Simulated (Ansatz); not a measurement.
# Ti (Im-3m): all-electron LAPW single point, by script

A script is to give an all-electron LAPW single point; the system is Ti (Im-3m).

This is Ti in the bcc structure; at room conditions it is hcp.

Program: the Python package of Ansatz 0.2.0. Level of theory: DFT PBEsol, all-electron LAPW. These are calculated values, not measurements.

### 1 The structure

The structure is cubic, space group Im-3m (No. 229). Conventional cell: a = 3.282 Å, b = 3.282 Å, c = 3.282 Å, α = 90.00°, β = 90.00°, γ = 90.00°. Around Ti (site symmetry m-3m) lie 8 Ti at 2.84 Å.

No structure file is read: the coordinates are typed or built in the script.

### 2 Script

Input file ti_lapw.py:

```python
# -*- coding: utf-8 -*-
"""Ti with all its electrons on LAPW."""

import sys

import ansatz
import numpy as np

xtal = (
    ansatz.Lattice.bcc(3.282)
    .space_group(229)
    .atom("Ti", (0.0, 0.0, 0.0))
    .primitive()
)

calculation = (
    xtal.calculation()
    .functional(ansatz.Functional.PBESOL)
    .kpoints(mesh=(14, 14, 14))
    .occupations(ansatz.OccupationsMethod.FERMI_DIRAC, width=0.1)
    .pseudopotentials("all_electron", lapw=True)
    .stress()
)
try:
    result = calculation.run()
except ansatz.NonConvergedError as error:
    sys.exit(f"no convergence: {error}")
except ansatz.RefusalError as error:
    sys.exit(f"input refused: {error}")
r = result.report

print(f"free energy      {r['free_energy_ev']:.5f} eV")
print(f"per atom         {r['free_energy_ev'] / len(result.lattice.sites):.5f} eV")
print(f"SCF iterations   {r['n_iterations']}  (converged: {r['converged']})")

# the stress is positive in compression
stress = np.array(r["stress_gpa"])
print(f"pressure {np.trace(stress) / 3:.3f} GPa")
print("stress tensor, GPa, positive in compression")
print(np.round(stress, 3) + 0.0)

errors = r["lapw_basis_errors"]
print(f"estimated basis error {1000 * errors['total_ev_per_atom']:.3f} meV/atom, target {1000 * errors['basis_error_target_ev_per_atom']:.3f}")
for sphere in errors["spheres"]:
    print(f"  {sphere['species']:2s} muffin-tin radius {sphere['muffin_tin_radius_ang']:.3f} A, core shells {sphere['core_shells']}")
```

### 3 The run

On the command line:

```sh
$ python ti_lapw.py
```

Standard output:

```text
free energy      -23207.48169 eV
per atom         -23207.48169 eV
SCF iterations   6  (converged: True)
pressure -6.320 GPa
stress tensor, GPa, positive in compression
[[-6.32  0.    0.  ]
 [ 0.   -6.32  0.  ]
 [ 0.    0.   -6.32]]
estimated basis error 0.028 meV/atom, target 0.250
  Ti muffin-tin radius 1.421 A, core shells 3
```

It took 6.8 s on 1 thread of Arm Neoverse V1, shared host; peak memory 0.36 GiB.

### 4 What the engine kept of the run

From the engine's report, whether the script printed it or not:

| item | value |
| --- | --- |
| SCF cycles in all | 6 |
| k-points solved | 104 |
| plane waves | 177 |
| bands | 10 |
| valence electrons | 12 |
| free energy (eV) | -23207.48169 |
| Fermi level (eV) | 13.133 |
| lowest empty less highest filled level on the mesh, by band count (eV) | -1.634 |
| pressure (GPa; positive when compressed) | -6.32 |

### 5 Again, from the shell

Run from a file, the same calculation prints its log.

Input file input.yaml:

```yaml
crystal:
  lattice: { bravais: bcc, a: 3.282 }
  space_group: 229
  atoms:
    - { symbol: Ti, position: [0.0, 0.0, 0.0] }
  reduce_to_primitive: true
kpoints:
  mp_grid: { grid: [14, 14, 14] }
hamiltonian:
  xc: pbesol
  pseudopotentials: { kind: all_electron, lapw: {} }
scf:
  occupations: { method: fermi_dirac, width: 0.1 }
output:
  stress: true
```

On the command line:

```sh
$ ansatz run input.yaml --threads 1 --pin off --max-ram 3072MiB --backend cpu --events-out ev --progress --plain --runs-dir out
```

Standard output, cut to the lines that bear on the results:

```text
Warning: RAYON_NUM_THREADS=1 ignored (pool sized by the plan → 1); use --threads N
crystal.space_group: 229 is read as Im-3m: the typed cell holds Ti2 (Ti 2a). Least distances (Å): Ti–Ti 2.842
LAPW: plane waves up to 8.305 Å⁻¹, error target 2.5e-4 eV per atom; small_component_spin mean_spin; Ti in spheres of 1.421 Å, 12 of its electrons in bands, Dirac shells [] (how accurate: hamiltonian.pseudopotentials.lapw.basis_error, Limitations)
[...]
Pseudopotentials: kind: all_electron
Pseudopotential: Ti, LAPW, valence charge 12, lapw/all_electron/scalar/gaussian/Ti, Koelling and Harmon's equation, gaussian nucleus
Functional definition: PBEsol
[...]
Crystal: 1 atoms, lattice volume = 17.676 Å³
Basis set: ecut = 262.7824371817076 eV, 177 PW (Γ), exchange–correlation at level 2
Bands: 10, of which v1, the nominal top of the filled ones, is band 6 counted from 1 (5 counted from 0)
Symmetry: 48 space group operations
Space group: Im-3m (ITA 229), of the structure as read, at distance tolerance 2.6e-5 Å
k-points: 104 of 2744
[...]
SCF iter   1: F=—  HF=-23207.661080 eV  |F-HF|=—  |Δ(HF+E_count)|=         —  Δρ=2.36e-2  dr2=7.45e-2  ethr=6.16e-4  ⟨swp⟩=2.8  Hψ=7682  notcnv=0
[...]
SCF iter   6: F=-23207.481692 eV  HF=-23207.481692 eV  |F-HF|=9.85e-9  |Δ(HF+E_count)|=   4.11e-7  Δρ=2.48e-6  dr2=6.18e-10  ethr=5.07e-10  ⟨swp⟩=2.8  Hψ=3262  notcnv=0
[...]
SCF converged after 6 iterations
Free energy (F): -23207.481692 eV
[...]
E sigma→0 (E₀):  -23207.442204 eV
Entropy (-TS):   -0.078976 eV (-78.976 meV/atom)
Fermi energy:    13.133371 eV
[...]
--- Stress (GPa, compression-positive) ---
       -6.319576      -0.000000       0.000000
       -0.000000      -6.319576      -0.000000
        0.000000      -0.000000      -6.319576
  P = ⅓ Tr σ = -6.3196 GPa (-63.196 kbar)
```

Wall time 6.2 s (1 thread of Arm Neoverse V1, shared host); peak memory 0.27 GiB.

Script and command line differ by 0.000 meV in the energy.

### 6 What came out

```
       quantity           value
    free energy  -23207.4817 eV
gap on the mesh            none
       pressure       -6.32 GPa
```

What this shows: The mesh shows no gap. The pressure of -6.3 GPa means that the cell would shrink if relaxed at this level. All-electron totals depend on functional, relativistic treatment and basis; only differences at equal settings carry meaning. No spin polarisation was allowed. At these settings the cell as given stands under about -6 GPa, so it isn't at this functional's equilibrium volume. This isn't the structure that Ti takes at ambient conditions.
